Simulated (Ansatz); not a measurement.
Predict the output of the script below (the Ansatz DFT code, driven from Python).

The script reads `csrb2irf6.cif`:
```cif
data_CsRb2IrF6
_cell_length_a 6.784284
_cell_length_b 6.784284
_cell_length_c 6.784284
_cell_angle_alpha 60.00000
_cell_angle_beta 60.00000
_cell_angle_gamma 60.00000
_symmetry_space_group_name_H-M 'P 1'
_symmetry_Int_Tables_number 1
loop_
_symmetry_equiv_pos_as_xyz
'x, y, z'
loop_
_atom_site_label
_atom_site_type_symbol
_atom_site_fract_x
_atom_site_fract_y
_atom_site_fract_z
Cs1 Cs    0.500000    0.500000    0.500000
Rb2 Rb    0.750000    0.750000    0.750000
Rb3 Rb    0.250000    0.250000    0.250000
Ir4 Ir    0.000000    0.000000    0.000000
F5 F    0.787740    0.212260    0.212260
F6 F    0.212260    0.212260    0.787740
F7 F    0.212260    0.787740    0.787740
F8 F    0.212260    0.787740    0.212260
F9 F    0.787740    0.212260    0.787740
F10 F    0.787740    0.787740    0.212260
```

`csrb2irf6.py`
```python
'''Single point of CsRb2IrF6.'''

import sys
import warnings

import ansatz as az
from ase.io import read
import numpy as np

warnings.simplefilter('ignore', az.DeckWarning)

atoms = read('csrb2irf6.cif')
structure = az.Crystal.from_ase(atoms)

# functional, basis and sampling
base = (
    structure.calculation()
    .kpoints(density=3.4)
    .functional('r2SCAN')
    .accuracy('low')
    .occupations('Fermi-Dirac')
    .scf(extra_bands=8)
    .stress()
    .band_table()
)
try:
    outcome = base.run(threads=1)
except az.NonConvergedError as error:
    sys.exit(f'no convergence: {error}')
except az.RefusalError as error:
    sys.exit(f'input refused: {error}')
report = outcome.report

print(f'free energy      {report["free_energy_ev"]:.5f} eV')
print(f'per atom         {report["free_energy_ev"] / len(outcome.lattice.sites):.5f} eV')
print(f'SCF iterations   {report["n_iterations"]}  (converged: {report["converged"]})')

# principal values and the von Mises stress of the deviator
principal = np.linalg.eigvalsh(np.array(report['stress_gpa']))
mises = np.sqrt(0.5 * sum((principal[i] - principal[i - 1]) ** 2 for i in range(3)))
print('principal stresses (GPa, compression positive):', np.round(principal, 3))
print(f'mean {principal.mean():.3f} GPa, von Mises {mises:.3f} GPa, PV = {principal.mean() * report["setup"]["cell_volume_ang3"] / 160.21766:.4f} eV')

print(base.to_yaml())

used = report['setup']
print('cutoffs (eV):', used['ecut_ev'], used['ecutrho_ev'], ' FFT grid:', used['fft_dense'])
print('cell volume {:.3f} A^3, {} symmetry operations'.format(used['cell_volume_ang3'], used['n_sym_ops']))

edges = report.get('band_edges_ev')
if edges:
    print(f'band edges on the mesh: {edges[0]:.3f} and {edges[1]:.3f} eV, gap {edges[1] - edges[0]:.3f} eV')
else:
    print('no band edges reported (a metal, or a gap too narrow for this smearing); Fermi level', round(report['fermi_energy_ev'], 3), 'eV')
```

```console
$ python csrb2irf6.py
free energy      -29056.00065 eV
per atom         -2905.60006 eV
SCF iterations   7  (converged: True)
principal stresses (GPa, compression positive): [-2.038 -2.038 -2.038]
mean -2.038 GPa, von Mises 0.000 GPa, PV = -2.8086 eV
crystal:
  lattice:
    - [6.784284, 0.0, 0.0]
    - [3.392142000000001, 5.875362290488306, 0.0]
    - [3.392142000000001, 1.958454096829436, 5.539344690042676]
  atoms:
    - { symbol: Cs, position: [0.5, 0.5, 0.5] }
    - { symbol: Rb, position: [0.7500000000000001, 0.7500000000000001, 0.75] }
    - { symbol: Rb, position: [0.25, 0.25, 0.25] }
    - { symbol: Ir, position: [0.0, 0.0, 0.0] }
    - { symbol: F, position: [0.7877400000000001, 0.21226, 0.21225999999999998] }
    - { symbol: F, position: [0.21226, 0.21226, 0.7877400000000001] }
    - { symbol: F, position: [0.21225999999999998, 0.7877399999999999, 0.7877400000000001] }
    - { symbol: F, position: [0.21225999999999995, 0.7877399999999999, 0.21225999999999998] }
    - { symbol: F, position: [0.7877400000000002, 0.21226, 0.7877400000000001] }
    - { symbol: F, position: [0.7877400000000002, 0.7877399999999999, 0.21225999999999998] }
accuracy: low
kpoints:
  mp_grid:
    kspacing: 0.29411764705882354
hamiltonian:
  xc: r2scan
scf:
  n_extra_bands: 8
  occupations:
    method: fermi_dirac
output:
  stress: true
  eigenvalues: true

cutoffs (eV): 500.0 2000.0  FFT grid: [50, 50, 50]
cell volume 220.799 A^3, 48 symmetry operations
no band edges reported (a metal, or a gap too narrow for this smearing); Fermi level 6.269 eV
```

Notes:
- The settings weren't tested for convergence.
- The run is spin-unpolarised.
- Semilocal gaps usually lie well under measured ones.
- The zero of the levels is a convention of the potentials, so an absolute Fermi energy is no work function.
- An opening on this mesh may only mean that it misses a point where bands touch.
- The structure comes from a database of computed cells and needn't be a stable or known phase.
- Levels are Kohn-Sham eigenvalues on this mesh, without spin-orbit coupling.
- The whole script took 12 s on 1 thread of Arm Neoverse V2 (shared host), peak memory 0.85 GiB.

(Lines on the test bed's own set-up are left out of the output.)
